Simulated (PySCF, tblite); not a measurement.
# C₆H₁₆N₂Si: infrared bands and NMR shifts

Wanted: the infrared bands and NMR shifts of C₆H₁₆N₂Si (`C[C@@H]1CCCN(C)N1[SiH3]`), by calculation.

The runs use tblite 0.8.0 and PySCF 2.14.0, with density-fitted response routines of our own; the level of theory stands in each step. All values are computed, except where a source is named. Atoms are numbered from 0 throughout.

## Step 1: Starting geometry

25 atoms, charge 0, multiplicity 1; geometry from: GFN2-xTB.

Bonds of the start (Å): C0–C1 1.52, C1–C2 1.54, C2–C3 1.53, C3–C4 1.53, C4–N5 1.45, N5–C6 1.45, N5–N7 1.41, N7–Si8 1.72, N7–C1 1.45, C0–H9 1.09, C0–H10 1.09, C0–H11 1.09, C1–H12 1.10, C2–H13 1.09, C2–H14 1.09, C3–H15 1.09, C3–H16 1.09, C4–H17 1.09, C4–H18 1.09, C6–H19 1.09, C6–H20 1.09, C6–H21 1.10, Si8–H22 1.46, Si8–H23 1.48, Si8–H24 1.46.

## Step 2: Vibrational analysis with GFN2-xTB

The job: settings as JSON, then the geometry in Å.

```
{"job": {"kind": "ir", "xc": "GFN2-xTB", "basis": "xTB"}, "charge": 0, "multiplicity": 1}
C      1.652726     1.516159    -1.040695
C      0.365210     0.832837    -0.611149
C     -0.258945     1.536408     0.602807
C     -1.558724     0.833116     0.985155
C     -1.274946    -0.661803     1.175299
N     -0.600707    -1.271888     0.043900
C     -1.454090    -1.559215    -1.091396
N      0.573883    -0.573846    -0.316437
Si     1.974652    -1.303940     0.372672
H      1.437670     2.532640    -1.363721
H      2.108590     0.974632    -1.864534
H      2.358278     1.554249    -0.214894
H     -0.348157     0.891764    -1.448553
H     -0.442070     2.588652     0.373968
H      0.446429     1.480620     1.436033
H     -2.299798     0.975019     0.194427
H     -1.968875     1.249407     1.907008
H     -2.198798    -1.214236     1.359660
H     -0.616540    -0.791014     2.040560
H     -2.147080    -2.349650    -0.802995
H     -0.822008    -1.923110    -1.899356
H     -2.036099    -0.702594    -1.457209
H      3.134820    -0.909382    -0.425608
H      2.260320    -0.948417     1.776127
H      1.703326    -2.732262     0.278066
```

**Question.** This job is followed by: GIAO PBE0/pcSseg-1 NMR shielding, non-relativistic, gas phase. What will the session give for the following? strongest single infrared mode (GFN2-xTB); zero-point energy (GFN2-xTB); ¹³C shifts against TMS (PBE0/pcSseg-1); ¹H shifts against TMS (PBE0/pcSseg-1, means over atoms taken as alike); ¹⁵N shifts against NH3 (PBE0/pcSseg-1); ²⁹Si shifts against TMS (PBE0/pcSseg-1).

**Answer**, as computed:

| quantity | value |
| --- | --- |
| strongest single infrared mode (GFN2-xTB) | 2134 cm⁻¹, 369 km/mol |
| zero-point energy (GFN2-xTB) | 133.4 kcal/mol |
| ¹³C shifts against TMS (PBE0/pcSseg-1) | 52.5, 46.8, 42.1, 36.2, 24.4, 22.0 ppm |
| ¹H shifts against TMS (PBE0/pcSseg-1, means over atoms taken as alike) | 4.78, 3.28, 3.20, 2.75, 2.67, 2.05, 1.44, 1.22, 1.22, 1.11 ppm |
| ¹⁵N shifts against NH3 (PBE0/pcSseg-1) | 95.6, 86.5 ppm |
| ²⁹Si shifts against TMS (PBE0/pcSseg-1) | -64.9 ppm |

No mode is imaginary among the 69: a minimum at this level. The strongest single mode, at 2134 cm⁻¹, moves mainly H23. GFN2-xTB is a fitted tight-binding method: band positions and strengths are rough. Its intensities can rank the bands wrongly.
